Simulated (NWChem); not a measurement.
# CS2 (carbon disulfide) at B3LYP/pcseg-2

Aim: the electronic atomisation energy of CS2 (carbon disulfide) at B3LYP/pcseg-2, from 3 runs. 

The calculation is run with NWChem 7.3.0.

## 1. Starting point

CS2 has 3 atoms, charge 0, and is taken as a singlet. SMILES: `S=C=S`. The shape is that of a PBE0-D4/def2-TZVP optimisation.

Bond lengths: S1–C2 1.548 Å, C2–S3 1.548 Å. Angles: S1–C2–S3 180.0°.

## 2. A single-point energy at B3LYP/pcseg-2

The input, cs2.nw:

```
START cs2
memory total 2200 mb
charge 0
GEOMETRY units angstrom noautosym nocenter noautoz
S     1.357000   -0.156000    0.729100
C     0.000000    0.000000    0.000000
S    -1.357000    0.156000   -0.729100
END
BASIS spherical bse
* library pcseg-2
END
DFT
xc b3lyp
grid fine
convergence energy 1e-08
iterations 100
mulliken
noprint "final vectors analysis"
END
TASK dft energy
```

On the command line:

```bash
nwchem cs2.nw > cs2.out
```

Output:

```text
[...]
          Wavefunction type:  closed shell.
          No. of atoms     :     3
          No. of electrons :    38
[...]
          Charge           :     0
          Spin multiplicity:     1
[...]
          AO basis - number of functions:    98
[...]
              XC Information
              --------------
                         B3LYP Method XC Potential
                     Hartree-Fock (Exact) Exchange  0.200
                        Slater Exchange Functional  0.800 local
                    Becke 1988 Exchange Functional  0.720 non-local
              Lee-Yang-Parr Correlation Functional  0.810
                  VWN I RPA Correlation Functional  0.190 local
[...]
 d= 0,ls=0.0,diis     1   -834.5145276829 -9.44D+02  8.43D-03  1.05D+00     3.3
[...]
 d= 0,ls=0.0,diis     8   -834.5817999903  1.64D-10  7.96D-07  1.27D-08    18.7
         Total DFT energy =     -834.581799990253
      One electron energy =    -1368.345298904286
           Coulomb energy =      481.200002896852
    Exchange-Corr. energy =      -56.802785290826
 Nuclear repulsion energy =      109.366281308007
[...]
      Total Density - Mulliken Population Analysis
     ---------------------------------------------
    Atom       Charge   Shell Charges
 -----------   ------   -------------------------------------------------------
    1 S   16    16.01   2.01  0.39  1.58  1.06  0.83  5.90  0.92  2.36  0.86  0.01  0.08  0.01
    2 C    6     5.98   2.00  0.57  0.61  0.00  1.27  1.18  0.25  0.01  0.08  0.01
    3 S   16    16.01   2.01  0.39  1.58  1.06  0.83  5.90  0.92  2.36  0.86  0.01  0.08  0.01
[...]
```

Wall time 20 s (1 thread of Intel Xeon Platinum 8259CL at 2.50GHz (Skylake/Cascade Lake), shared host); peak memory 0.11 GiB.

## 3. The C atom at the same level

The input, c.nw:

```
START c
TITLE "C B3LYP"
memory total 2200 mb

GEOMETRY units bohr noautosym nocenter noautoz
 C   0.00000000  0.00000000  0.00000000
END

BASIS spherical bse
 * library pcseg-2
END

DFT
 xc b3lyp
 mult 3
 grid fine
 convergence energy 1e-08
 maxiter 100
 mulliken
 print low
END

TASK dft energy
```

Run the same way, it converges to -37.85914 Eh (log not shown).

## 4. The S atom at the same level

The input, s.xyz:

```xyz
1
S B3LYP
S      0.000000     0.000000     0.000000
```

The input, s.nw:

```
start s
title "S B3LYP"
memory 2200 mb
charge 0
geometry noautosym nocenter noautoz
   load format xyz s.xyz
end
basis spherical bse
   S library pcseg-2
end
dft
   xc b3lyp
   mult 3
   grid fine
   convergence energy 1e-08
   iterations 100
   mulliken
   noprint "final vectors analysis"
end
task dft energy
```

Run the same way, it converges to -398.14151 Eh (log not shown).

## 5. Results

Level: B3LYP/pcseg-2.

| quantity | value |
| --- | --- |
| molecule: total energy | -834.58180 Eh |
| molecule: dipole moment | 0.00 D |
| C atom: total energy | -37.85914 Eh |
| C atom: ⟨S²⟩ | 2.003 |
| S atom: total energy | -398.14151 Eh |
| S atom: ⟨S²⟩ | 2.003 |
| electronic atomisation energy | 11.963 eV |

**Reading.** Taking the molecule apart into free atoms costs 11.96 eV (1154 kJ/mol), before zero-point energy and without spin-orbit coupling.
